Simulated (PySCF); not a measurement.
# A workflow on BNH3OF (SMILES NB(O)F), part 2 of 2

PySCF 2.14.0. Earlier steps stand in the parts before.

## Step 6: A single-point energy at LRC-wPBEh/def2-TZVPD (run 5)

The input, input.xyz:

```xyz
7

N     -0.351290     0.771359     0.070426
B      0.055946    -0.679597    -0.362305
O      0.825481    -1.025737     0.594535
F     -0.392496    -1.229389    -1.469639
H     -1.309274     0.936042     0.330934
H     -0.015356     1.541860    -0.482945
H      0.415391     0.199791     0.860295
```

The input, input.py:

```python
# NB(O)F
from pyscf import gto, dft

molecule = gto.M(
    atom='input.xyz',
    verbose=4,
    max_memory=1860,
    charge=0,
    basis='def2-tzvpd',
)

mf = dft.RKS(molecule, xc='lrc-wpbeh')
mf.kernel()

e_final = mf.e_tot
print('Final energy', e_final)
```

Run with:

```
$ OMP_NUM_THREADS=1 python input.py
```

Output:

```text
PySCF version 2.14.0

[INPUT] num. atoms = 7
[INPUT] num. electrons = 32
[INPUT] charge = 0
[INPUT] spin (= nelec alpha-beta = 2S) = 0
[INPUT] symmetry False subgroup None
[INPUT] Mole.unit = angstrom
[INPUT] Symbol           X                Y                Z      unit          X                Y                Z       unit  Magmom
[INPUT]  1 N     -0.351290000000   0.771359000000   0.070426000000 AA   -0.663841890298   1.457657253718   0.133085852049 Bohr   0.0
[INPUT]  2 B      0.055946000000  -0.679597000000  -0.362305000000 AA    0.105722617765  -1.284252205076  -0.684657223561 Bohr   0.0
[INPUT]  3 O      0.825481000000  -1.025737000000   0.594535000000 AA    1.559933011032  -1.938362005833   1.123508321468 Bohr   0.0
[INPUT]  4 F     -0.392496000000  -1.229389000000  -1.469639000000 AA   -0.741709944987  -2.323208510553  -2.777215211980 Bohr   0.0
[INPUT]  5 H     -1.309274000000   0.936042000000   0.330934000000 AA   -2.474169282014   1.768863021090   0.625374625307 Bohr   0.0
[INPUT]  6 H     -0.015356000000   1.541860000000  -0.482945000000 AA   -0.029018634369   2.913693122422  -0.912633783228 Bohr   0.0
[INPUT]  7 H      0.415391000000   0.199791000000   0.860295000000 AA    0.784975224609   0.377550272153   1.625721936333 Bohr   0.0

nuclear repulsion = 115.258879102814
number of shells = 69
number of NR pGTOs = 247
number of NR cGTOs = 181
basis = def2-tzvpd
ecp = {}

******** <class 'pyscf.dft.rks.RKS'> ********
method = RKS
initial guess = minao
damping factor = 0
level_shift factor = 0
DIIS = <class 'pyscf.scf.diis.CDIIS'>
diis_start_cycle = 1
diis_space = 8
diis_damp = 0
SCF conv_tol = 1e-09
SCF conv_tol_grad = None
SCF max_cycles = 50
direct_scf = True
direct_scf_tol = 1e-13
XC library pyscf.dft.libxc version 7.0.0
    S. Lehtola, C. Steigemann, M. J.T. Oliveira, and M. A.L. Marques.,  SoftwareX 7, 1–5 (2018)
XC functionals = lrc-wpbeh
radial grids:
    Treutler-Ahlrichs [JCP 102, 346 (1995); DOI:10.1063/1.469408] (M4) radial grids

becke partition: Becke, JCP 88, 2547 (1988); DOI:10.1063/1.454033
pruning grids: <function nwchem_prune>
grids dens level: 3
symmetrized grids: False
atomic radii adjust function: <function treutler_atomic_radii_adjust>
small_rho_cutoff = 0
Set gradient conv threshold to 3.16228e-05
Initial guess from minao.
tot grids = 85720
init E= -256.925756899669
  HOMO = -0.374185897112451  LUMO = 0.000686679084470398  gap/eV = 10.20080
cycle= 1 E= -256.254099402274  delta_E= 0.672  |g|= 0.954  |ddm|= 1.94
  HOMO = -0.19582105123272  LUMO = 0.0144014481757218  gap/eV = 5.72045
cycle= 2 E= -256.105525340101  delta_E= 0.149  |g|= 1.37  |ddm|= 1.76
  HOMO = -0.369806690961376  LUMO = 0.0249058325948823  gap/eV = 10.74067
cycle= 3 E= -256.42605238709  delta_E= -0.321  |g|= 0.126  |ddm|= 0.959
  HOMO = -0.367297700661396  LUMO = 0.0247885297112838  gap/eV = 10.66921
cycle= 4 E= -256.428208265139  delta_E= -0.00216  |g|= 0.0612  |ddm|= 0.0915
  HOMO = -0.3700570034732  LUMO = 0.0261469420595368  gap/eV = 10.78126
cycle= 5 E= -256.428786307088  delta_E= -0.000578  |g|= 0.00825  |ddm|= 0.037
  HOMO = -0.369381305180166  LUMO = 0.0263433998001545  gap/eV = 10.76822
cycle= 6 E= -256.428799002811  delta_E= -1.27e-05  |g|= 0.00456  |ddm|= 0.0111
  HOMO = -0.370017769645205  LUMO = 0.02627460213807  gap/eV = 10.78366
cycle= 7 E= -256.428803098995  delta_E= -4.1e-06  |g|= 0.000651  |ddm|= 0.00426
  HOMO = -0.370026185738666  LUMO = 0.0262878914978657  gap/eV = 10.78426
cycle= 8 E= -256.428803304089  delta_E= -2.05e-07  |g|= 0.000152  |ddm|= 0.00202
  HOMO = -0.370013084817671  LUMO = 0.0262882434403124  gap/eV = 10.78391
cycle= 9 E= -256.42880331685  delta_E= -1.28e-08  |g|= 4.84e-05  |ddm|= 0.000582
  HOMO = -0.370022162769121  LUMO = 0.0262879865623162  gap/eV = 10.78415
cycle= 10 E= -256.428803317917  delta_E= -1.07e-09  |g|= 1.36e-05  |ddm|= 0.000152
  HOMO = -0.370023573877795  LUMO = 0.026288385371231  gap/eV = 10.78420
cycle= 11 E= -256.428803317992  delta_E= -7.51e-11  |g|= 5.09e-06  |ddm|= 3.99e-05
  HOMO = -0.370022544737832  LUMO = 0.0262883022139064  gap/eV = 10.78417
Extra cycle  E= -256.428803317993  delta_E= -1.14e-12  |g|= 6.4e-06  |ddm|= 8.47e-06
converged SCF energy = -256.428803317993
Final energy -256.4288033179928
```

Run time: 2.8 min. Hardware: 1 thread of Intel Xeon at 2.50GHz (Skylake/Cascade Lake), shared host; peak memory 1.6 GiB.

## Step 7: The energy at LRC-wPBEh/def2-TZVPD (run 6)

The input, input.xyz:

```xyz
7
BFH3NO
N     -0.531800     0.753400    -0.032100
B      0.039300    -0.505700    -0.288800
O      1.106300    -1.044300     0.367000
F     -0.494800    -1.258200    -1.256300
H     -1.320400     1.081700    -0.559700
H     -0.210100     1.394300     0.668500
H      1.472700    -0.489200     1.055700
```

The input, run.py:

```python
from pyscf import gto, dft

molecule = gto.Mole()
molecule.atom = 'input.xyz'
molecule.basis = 'def2-tzvpd'
molecule.max_memory = 1860
molecule.verbose = 4
molecule.charge = 0
molecule.spin = 0
molecule.build()

ks = dft.RKS(molecule, xc='lrc-wpbeh')
ks.kernel()

energy = ks.e_tot
print('E(%s) = %.9f' % ('LRC-WPBEH', energy))
```

Run with:

```
$ OMP_NUM_THREADS=1 python run.py
```

Output:

```text
PySCF version 2.14.0

[INPUT] num. atoms = 7
[INPUT] num. electrons = 32
[INPUT] charge = 0
[INPUT] spin (= nelec alpha-beta = 2S) = 0
[INPUT] symmetry False subgroup None
[INPUT] Mole.unit = angstrom
[INPUT] Symbol           X                Y                Z      unit          X                Y                Z       unit  Magmom
[INPUT]  1 N     -0.531800000000   0.753400000000  -0.032100000000 AA   -1.004956353044   1.423719662247  -0.060660208599 Bohr   0.0
[INPUT]  2 B      0.039300000000  -0.505700000000  -0.288800000000 AA    0.074266236695  -0.955634501193  -0.545752904774 Bohr   0.0
[INPUT]  3 O      1.106300000000  -1.044300000000   0.367000000000 AA    2.090604011606  -1.973440991883   0.693529487715 Bohr   0.0
[INPUT]  4 F     -0.494800000000  -1.258200000000  -1.256300000000 AA   -0.935036486435  -2.377653409928  -2.374062930291 Bohr   0.0
[INPUT]  5 H     -1.320400000000   1.081700000000  -0.559700000000 AA   -2.495194374876   2.044116748942  -1.057679711919 Bohr   0.0
[INPUT]  6 H     -0.210100000000   1.394300000000   0.668500000000 AA   -0.397031458771   2.634845135481   1.263281914272 Bohr   0.0
[INPUT]  7 H      1.472700000000  -0.489200000000   1.055700000000 AA    2.782999663647  -0.924454020137   1.994983869703 Bohr   0.0

nuclear repulsion = 114.658705461327
number of shells = 69
number of NR pGTOs = 247
number of NR cGTOs = 181
basis = def2-tzvpd
ecp = {}

******** <class 'pyscf.dft.rks.RKS'> ********
method = RKS
initial guess = minao
damping factor = 0
level_shift factor = 0
DIIS = <class 'pyscf.scf.diis.CDIIS'>
diis_start_cycle = 1
diis_space = 8
diis_damp = 0
SCF conv_tol = 1e-09
SCF conv_tol_grad = None
SCF max_cycles = 50
direct_scf = True
direct_scf_tol = 1e-13
XC library pyscf.dft.libxc version 7.0.0
    S. Lehtola, C. Steigemann, M. J.T. Oliveira, and M. A.L. Marques.,  SoftwareX 7, 1–5 (2018)
XC functionals = lrc-wpbeh
radial grids:
    Treutler-Ahlrichs [JCP 102, 346 (1995); DOI:10.1063/1.469408] (M4) radial grids

becke partition: Becke, JCP 88, 2547 (1988); DOI:10.1063/1.454033
pruning grids: <function nwchem_prune>
grids dens level: 3
symmetrized grids: False
atomic radii adjust function: <function treutler_atomic_radii_adjust>
small_rho_cutoff = 0
Set gradient conv threshold to 3.16228e-05
[... 1 set-up line as earlier in the session ...]
tot grids = 85720
init E= -256.893573619595
  HOMO = -0.33980092574377  LUMO = -0.000754778189296701  gap/eV = 9.22592
cycle= 1 E= -256.391310388346  delta_E= 0.502  |g|= 0.792  |ddm|= 1.88
  HOMO = -0.296011249468229  LUMO = 0.0281580794142222  gap/eV = 8.82110
cycle= 2 E= -256.386992523279  delta_E= 0.00432  |g|= 0.889  |ddm|= 0.993
  HOMO = -0.36615068748754  LUMO = 0.0273598663747663  gap/eV = 10.70797
cycle= 3 E= -256.50518639725  delta_E= -0.118  |g|= 0.0575  |ddm|= 0.473
  HOMO = -0.37640888945862  LUMO = 0.0286373493810927  gap/eV = 11.02187
cycle= 4 E= -256.505655822415  delta_E= -0.000469  |g|= 0.0329  |ddm|= 0.048
  HOMO = -0.37014062324495  LUMO = 0.0291498666550396  gap/eV = 10.86525
cycle= 5 E= -256.505866560549  delta_E= -0.000211  |g|= 0.00671  |ddm|= 0.019
  HOMO = -0.371123411383415  LUMO = 0.0289805120929394  gap/eV = 10.88738
cycle= 6 E= -256.505876502485  delta_E= -9.94e-06  |g|= 0.00101  |ddm|= 0.00568
  HOMO = -0.371240476183775  LUMO = 0.0289638214865882  gap/eV = 10.89011
cycle= 7 E= -256.505876756445  delta_E= -2.54e-07  |g|= 0.000675  |ddm|= 0.00139
  HOMO = -0.371196513157031  LUMO = 0.0289671830683069  gap/eV = 10.88901
cycle= 8 E= -256.50587683099  delta_E= -7.45e-08  |g|= 0.000153  |ddm|= 0.000381
  HOMO = -0.371202686659171  LUMO = 0.0289636672860425  gap/eV = 10.88908
cycle= 9 E= -256.505876836696  delta_E= -5.71e-09  |g|= 3.56e-05  |ddm|= 0.000158
  HOMO = -0.371206295863161  LUMO = 0.0289633195208445  gap/eV = 10.88917
cycle= 10 E= -256.50587683716  delta_E= -4.64e-10  |g|= 5.3e-06  |ddm|= 5.39e-05
  HOMO = -0.371205828014663  LUMO = 0.0289634120657958  gap/eV = 10.88916
Extra cycle  E= -256.505876837171  delta_E= -1.18e-11  |g|= 3.21e-06  |ddm|= 8.87e-06
converged SCF energy = -256.505876837171
E(LRC-WPBEH) = -256.505876837
```

It took 2.3 min on 1 thread of Intel Xeon at 2.50GHz (Skylake/Cascade Lake), shared host; peak memory 1.6 GiB.

## Step 8: Outcome

What follows sums up all 2 parts.

| quantity | value |
| --- | --- |
| run 1, HF-D3(0)/x2c-SVPall: total energy at the end | -255.22816 Eh |
| run 1, HF-D3(0)/x2c-SVPall: dipole moment | 4.95 D |
| run 1, HF-D3(0)/x2c-SVPall: HOMO energy | -11.91 eV |
| run 1, HF-D3(0)/x2c-SVPall: LUMO energy | 3.81 eV |
| run 1, HF-D3(0)/x2c-SVPall: HOMO–LUMO gap | 15.72 eV |
| run 1, HF-D3(0)/x2c-SVPall: dispersion energy | -6.67 kJ/mol |
| run 2, HF-D3(0)/x2c-SVPall: HOMO energy | -11.92 eV |
| run 2, HF-D3(0)/x2c-SVPall: lowest harmonic wavenumber | 2037i cm⁻¹ (imaginary) |
| run 2, HF-D3(0)/x2c-SVPall: highest harmonic wavenumber | 3825 cm⁻¹ |
| run 3, HF-D3(0)/x2c-SVPall: energy at the saddle point | -255.22816 Eh |
| run 4, HF-D3(0)/x2c-SVPall: total energy | -255.32822 Eh |
| run 4, HF-D3(0)/x2c-SVPall: dipole moment | 3.96 D |
| run 4, HF-D3(0)/x2c-SVPall: HOMO energy | -11.79 eV |
| run 4, HF-D3(0)/x2c-SVPall: LUMO energy | 4.26 eV |
| run 4, HF-D3(0)/x2c-SVPall: HOMO–LUMO gap | 16.04 eV |
| run 4, HF-D3(0)/x2c-SVPall: dispersion energy | -7.00 kJ/mol |
| run 5, LRC-wPBEh/def2-TZVPD: total energy | -256.42880 Eh |
| run 5, LRC-wPBEh/def2-TZVPD: dipole moment | 4.48 D |
| run 5, LRC-wPBEh/def2-TZVPD: HOMO energy | -10.07 eV |
| run 5, LRC-wPBEh/def2-TZVPD: LUMO energy | 0.72 eV |
| run 5, LRC-wPBEh/def2-TZVPD: HOMO–LUMO gap | 10.78 eV |
| run 6, LRC-wPBEh/def2-TZVPD: total energy | -256.50588 Eh |
| run 6, LRC-wPBEh/def2-TZVPD: dipole moment | 3.56 D |
| run 6, LRC-wPBEh/def2-TZVPD: HOMO energy | -10.10 eV |
| run 6, LRC-wPBEh/def2-TZVPD: LUMO energy | 0.79 eV |
| run 6, LRC-wPBEh/def2-TZVPD: HOMO–LUMO gap | 10.89 eV |

**Reading.** Mulliken charges (run 1, HF-D3(0)/x2c-SVPall) run from -0.43 on O3 to +0.37 on B2. 1 mode is imaginary (lowest 2037i cm⁻¹): a first-order saddle point. Mulliken charges (run 4, HF-D3(0)/x2c-SVPall) run from -0.31 on N1 to +0.40 on B2.
